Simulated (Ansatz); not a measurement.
# Alloy of Si and Ge (40 of 64 Si sites exchanged), 64 atoms

Aim: relax the alloy cell and compare the gap by PBEsol and HSE06.

All numbers are computed with Ansatz 0.2.0 (PAW, plane waves).

## Step 1: The starting cell

64 atoms (40 Ge, 24 Si); a = 11.167 Å, b = 11.167 Å, c = 11.167 Å, α = 90.00°, β = 90.00°, γ = 90.00°. All atoms were shaken off their sites by about 0.02 Å along each axis.

The runs, in order: (2) PBEsol cell relaxation at the single k point (½, ½, ½), on 1 × NVIDIA GB300 with 8 threads of Arm Neoverse-V2; (3) HSE06 single point at the Γ point alone, on 1 × NVIDIA GB300 with 8 threads of Arm Neoverse-V2.

## Step 2: PBEsol relaxation of the cell and the positions

The input, in.yaml:

```yaml
crystal:
  lattice:
    - [11.166654, 0.000000, 0.000000]
    - [0.000000, 11.166654, 0.000000]
    - [0.000000, 0.000000, 11.166654]
  atoms:
    - { symbol: Ge, position: [0.000195, 0.996966, 0.001854] }
    - { symbol: Ge, position: [0.000744, 0.000223, 0.499418] }
    - { symbol: Ge, position: [0.002363, 0.497559, 0.496502] }
    - { symbol: Ge, position: [0.495077, 0.501210, 0.998686] }
    - { symbol: Ge, position: [0.124810, 0.121221, 0.123824] }
    - { symbol: Ge, position: [0.123885, 0.124939, 0.624866] }
    - { symbol: Ge, position: [0.123985, 0.623410, 0.123256] }
    - { symbol: Ge, position: [0.623877, 0.126331, 0.124116] }
    - { symbol: Ge, position: [0.626351, 0.128698, 0.626385] }
    - { symbol: Ge, position: [0.625932, 0.625484, 0.625275] }
    - { symbol: Ge, position: [0.251548, 0.250443, 0.000910] }
    - { symbol: Ge, position: [0.248081, 0.249919, 0.504241] }
    - { symbol: Ge, position: [0.248110, 0.749715, 0.999301] }
    - { symbol: Ge, position: [0.251176, 0.755645, 0.500743] }
    - { symbol: Ge, position: [0.749756, 0.248761, 0.000512] }
    - { symbol: Ge, position: [0.750276, 0.248739, 0.497014] }
    - { symbol: Ge, position: [0.749314, 0.750773, 0.998416] }
    - { symbol: Ge, position: [0.372796, 0.373991, 0.124337] }
    - { symbol: Ge, position: [0.375821, 0.877047, 0.123303] }
    - { symbol: Ge, position: [0.373126, 0.874177, 0.623614] }
    - { symbol: Ge, position: [0.875408, 0.375101, 0.627598] }
    - { symbol: Ge, position: [0.250647, 0.001654, 0.748039] }
    - { symbol: Ge, position: [0.750420, 0.000021, 0.249978] }
    - { symbol: Ge, position: [0.748191, 0.497802, 0.250864] }
    - { symbol: Ge, position: [0.749941, 0.498401, 0.749667] }
    - { symbol: Ge, position: [0.372952, 0.126570, 0.871617] }
    - { symbol: Ge, position: [0.872202, 0.122509, 0.872952] }
    - { symbol: Ge, position: [0.873009, 0.623578, 0.874844] }
    - { symbol: Ge, position: [0.000740, 0.249858, 0.252806] }
    - { symbol: Ge, position: [0.001634, 0.249796, 0.750323] }
    - { symbol: Ge, position: [0.998785, 0.749785, 0.245581] }
    - { symbol: Ge, position: [0.497899, 0.247067, 0.250847] }
    - { symbol: Ge, position: [0.500950, 0.250155, 0.751963] }
    - { symbol: Ge, position: [0.501003, 0.748588, 0.248116] }
    - { symbol: Ge, position: [0.498320, 0.747058, 0.748038] }
    - { symbol: Ge, position: [0.120215, 0.373462, 0.876165] }
    - { symbol: Ge, position: [0.127362, 0.877796, 0.876049] }
    - { symbol: Ge, position: [0.624242, 0.372152, 0.376892] }
    - { symbol: Ge, position: [0.622811, 0.374360, 0.875109] }
    - { symbol: Ge, position: [0.624002, 0.873592, 0.877869] }
    - { symbol: Si, position: [0.998076, 0.499012, 0.999185] }
    - { symbol: Si, position: [0.501287, 0.998142, 0.996087] }
    - { symbol: Si, position: [0.498482, 0.000332, 0.502223] }
    - { symbol: Si, position: [0.498187, 0.500364, 0.496387] }
    - { symbol: Si, position: [0.126665, 0.629008, 0.624802] }
    - { symbol: Si, position: [0.625266, 0.625639, 0.123070] }
    - { symbol: Si, position: [0.751722, 0.752499, 0.498124] }
    - { symbol: Si, position: [0.374663, 0.373405, 0.623605] }
    - { symbol: Si, position: [0.873855, 0.377393, 0.125380] }
    - { symbol: Si, position: [0.873424, 0.877415, 0.124030] }
    - { symbol: Si, position: [0.873045, 0.875375, 0.623258] }
    - { symbol: Si, position: [0.250779, 0.002116, 0.247866] }
    - { symbol: Si, position: [0.247148, 0.500452, 0.252829] }
    - { symbol: Si, position: [0.253830, 0.502795, 0.747147] }
    - { symbol: Si, position: [0.749431, 0.997197, 0.746561] }
    - { symbol: Si, position: [0.373648, 0.125186, 0.373900] }
    - { symbol: Si, position: [0.373127, 0.625476, 0.372733] }
    - { symbol: Si, position: [0.375959, 0.621794, 0.878330] }
    - { symbol: Si, position: [0.873130, 0.124914, 0.375524] }
    - { symbol: Si, position: [0.874904, 0.625008, 0.374666] }
    - { symbol: Si, position: [0.998925, 0.747985, 0.749810] }
    - { symbol: Si, position: [0.124242, 0.371546, 0.374589] }
    - { symbol: Si, position: [0.127345, 0.872929, 0.377829] }
    - { symbol: Si, position: [0.624461, 0.876149, 0.372831] }
kpoints:
  mp_grid: { grid: [1, 1, 1], shift: [0.5, 0.5, 0.5] }
hamiltonian:
  xc: pbesol
scf:
  occupations: { method: fermi_dirac, width: 0.01 }
relax:
  f_tol: 0.03
  max_steps: 80
  escape_saddle: false
  adjacent_minimum: "off"
  cell: { fix: [shape] }
output:
  forces: true
  eigenvalues: true
  populations: true
```

Further steps of the session: Single point with HSE06.

Q: Predict the outcome of this session. Wanted: for each run, top filled to lowest empty.

**Answer**, as computed:

```
             level        time   k points  top filled to lowest empty (eV)
PBEsol, relaxation   5 s (GPU)  (½, ½, ½)                             1.55
             HSE06  36 s (GPU)          Γ                             1.13
```

| quantity | value |
| --- | --- |
| relaxation | 4 recorded steps, 1.00 eV gained |
| largest shift | 0.11 Å (Ge9 and others alike) |
| relaxed cell | a = 11.155 Å, b = 11.155 Å, c = 11.155 Å, α = 90.00°, β = 90.00°, γ = 90.00° |
| mean bonds | Ge–Ge 2.443, Ge–Si 2.406, Si–Si 2.371 Å |

**In words.** The relaxation lowers the energy by 1.00 eV; the largest shift is 0.11 Å (Ge9 and others alike), while the volume changes by -0.3 %. The mean lengths of the listed bonds run from Si–Si 2.37 Å to Ge–Ge 2.44 Å. The relaxation ran on other k points, so part of any difference from the later rows can come from the mesh. Spin–orbit coupling is left out, which matters for the band edges of the heavier elements here. With one k point the spacing samples only the states that fold onto it, so it can exceed the gap over the zone.
